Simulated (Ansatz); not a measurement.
# U-r2SCAN0/STO-3G run of GeH3O (SMILES [OH][GeH2])

Aim: the electronic atomisation energy of GeH3O at U-r2SCAN0/STO-3G, from 4 runs. 

The results are computed with Ansatz 0.2.0.

60 further runs of the same task are left out: 6 that didn't finish, 54 set aside as unsound or not needed.

### Step 1. The system as given

GeH3O has 5 atoms, charge 0, and is taken as a doublet. SMILES: `[OH][GeH2]`. Geometry: relaxed at PBE0-D4/def2-TZVP. This is one conformer, not always the lowest.

Bond lengths: O1–Ge2 1.786 Å, O1–H3 0.960 Å, Ge2–H4 1.546 Å, Ge2–H5 1.557 Å. Angles: O1–Ge2–H4 103.8°, O1–Ge2–H5 108.9°, Ge2–O1–H3 112.6°, H4–Ge2–H5 111.8°.

### Step 2. The energy at U-r2SCAN0/STO-3G

run.yaml

```yaml
crystal:
  periodic: [false, false, false]
  atoms:
    - symbol: O
      position_ang: [0.355500, -1.075800, 0.460700]
    - symbol: Ge
      position_ang: [-0.520100, 0.416100, 0.017700]
    - symbol: H
      position_ang: [1.097400, -0.907600, 1.046500]
    - symbol: H
      position_ang: [-1.396800, -0.014400, -1.180300]
    - symbol: H
      position_ang: [0.513900, 1.508000, -0.385900]
basis:
  gaussian:
    orbitals: STO-3G
total_charge: 0
magnetization:
  spin_polarized: true
  initial_magnetization: 1
hamiltonian:
  xc: {name: r2SCAN0}
accuracy: high
```

On the command line:

```
$ ansatz run run.yaml --threads 1 --pin off --max-ram 2610MiB --events-out events.jsonl --progress --plain --runs-dir runs
```

Standard output:

```text
Warning: RAYON_NUM_THREADS=1 ignored (pool sized by the plan → 1); use --threads N
Functional definition: r2SCAN0
  name "r2SCAN0"
  parameter a = 0.25
  parameter k0 = 0.174
  parameter k1 = 0.065
  parameter a1 = 4.9479
  exchange = (1 - a)*r2scan_x(k0 = k0, k1 = k1, a1 = a1) + a*exact_x
  correlation = r2scan_c
380 factors; integrals over basis functions are off by at most 4.2e-9 eV
mean field evaluation 1: about -57931.0502 eV, gradient 2.0e1 eV
mean field evaluation 2: about -57928.5388 eV, gradient 2.9e1 eV
mean field evaluation 4: about -57934.1997 eV, gradient 9.1e-1 eV
mean field evaluation 8: about -57934.2058 eV, gradient 2.7e-2 eV
mean field evaluation 16: about -57934.2058 eV, gradient 2.4e-5 eV
mean field -57934.20578746 eV, -2129.0427934741 hartree, gradient 9.9e-8 eV, S^2 0.752095; 0 other end points of the search recorded, 0 dependent functions left out
reference -57934.20578810 eV, -2129.0427934977 hartree; 22, 21 occupied and 4, 5 virtual orbitals, 380 factors
Total energy: -57934.20578810 eV, -2129.0427934977 hartree
```

Run time: 6.3 s. Hardware: 1 thread of Arm Neoverse V1, shared host; peak memory 0.23 GiB.

### Step 3. The Ge atom at the same level

job.yaml

```yaml
crystal:
  periodic: [false, false, false]
  atoms:
    - symbol: Ge
      position_ang: [0.000000, 0.000000, 0.000000]
basis:
  gaussian: {orbitals: STO-3G}
total_charge: 0
magnetization: {spin_polarized: true, initial_magnetization: 2}
hamiltonian: {xc: {name: r2SCAN0}}
accuracy: high
```

On the command line:

```
$ ansatz run job.yaml --threads 1 --pin off --max-ram 2610MiB --events-out events.jsonl --progress --plain --runs-dir runs
```

Standard output, cut to the lines that bear on the results:

```text
Warning: RAYON_NUM_THREADS=1 ignored (pool sized by the plan → 1); use --threads N
[... 2 set-up lines as earlier in the session ...]
[...]
138 factors; integrals over basis functions are off by at most 4.5e-9 eV
[...]
mean field -55864.43304414 eV, -2052.9800480994 hartree, gradient 3.2e-8 eV, S^2 2.128229; 10 other end points of the search recorded, 0 dependent functions left out
reference -55864.43304457 eV, -2052.9800481153 hartree; 17, 15 occupied and 1, 3 virtual orbitals, 138 factors
Total energy: -55864.43304457 eV, -2052.9800481153 hartree
```

Run time: 13 s. Hardware: 1 thread of Arm Neoverse V1, shared host; peak memory 0.14 GiB.

### Step 4. The H atom

run.yaml

```yaml
crystal:
  periodic: [false, false, false]
  atoms:
    - symbol: H
      position_ang: [0.000000, 0.000000, 0.000000]
basis:
  gaussian: {orbitals: STO-3G}
magnetization: {spin_polarized: true, initial_magnetization: 1}
hamiltonian: {xc: {name: r2SCAN0}}
accuracy: high
```

Run the same way, it converges to -0.46649 Eh (log not shown).

### Step 5. The O atom

molecule.yaml

```yaml
crystal:
  periodic: [false, false, false]
  atoms:
    - {symbol: O, position_ang: [0.000000, 0.000000, 0.000000]}
basis:
  gaussian:
    orbitals: STO-3G
magnetization:
  spin_polarized: true
  initial_magnetization: 2
hamiltonian:
  xc: {name: r2SCAN0}
accuracy: high
```

On the command line:

```
$ ansatz run molecule.yaml --threads 1 --pin off --max-ram 2610MiB --events-out events.jsonl --progress --plain --runs-dir runs
```

Standard output, cut to the lines that bear on the results:

```text
Warning: RAYON_NUM_THREADS=1 ignored (pool sized by the plan → 1); use --threads N
[... 8 set-up lines as earlier in the session ...]
15 factors; integrals over basis functions are off by at most 1.1e-9 eV
mean field evaluation 1: about -2014.2704 eV, gradient 1.6e-10 eV
mean field evaluation 2: about -2014.2680 eV, gradient 1.5e-10 eV
mean field -2014.26800831 eV, -74.0229839857 hartree, gradient 0.0e0 eV, S^2 2.000000; 0 other end points of the search recorded, 0 dependent functions left out
reference -2014.26800839 eV, -74.0229839884 hartree; 5, 3 occupied and 0, 2 virtual orbitals, 15 factors
Total energy: -2014.26800839 eV, -74.0229839884 hartree
```

Wall time 0.56 s (1 thread of Arm Neoverse V1, shared host); peak memory 0.095 GiB.

### Step 6. What came out

At U-r2SCAN0/STO-3G:

```
                     quantity           value
       molecule: total energy  -2129.04279 Eh
               molecule: ⟨S²⟩           0.752
        Ge atom: total energy  -2052.98005 Eh
                Ge atom: ⟨S²⟩           2.128
         H atom: total energy     -0.46649 Eh
                 H atom: ⟨S²⟩           0.750
         O atom: total energy    -74.02298 Eh
                 O atom: ⟨S²⟩           2.000
electronic atomisation energy       17.423 eV
```

Taking the molecule apart into free atoms costs 17.42 eV (402 kcal/mol), before zero-point energy and without spin-orbit coupling. In a minimal basis such a difference can be off by several eV, whatever the method. ⟨S²⟩ (Ge atom) is 2.13 where a pure triplet has 2.00: the reference is spin-contaminated.
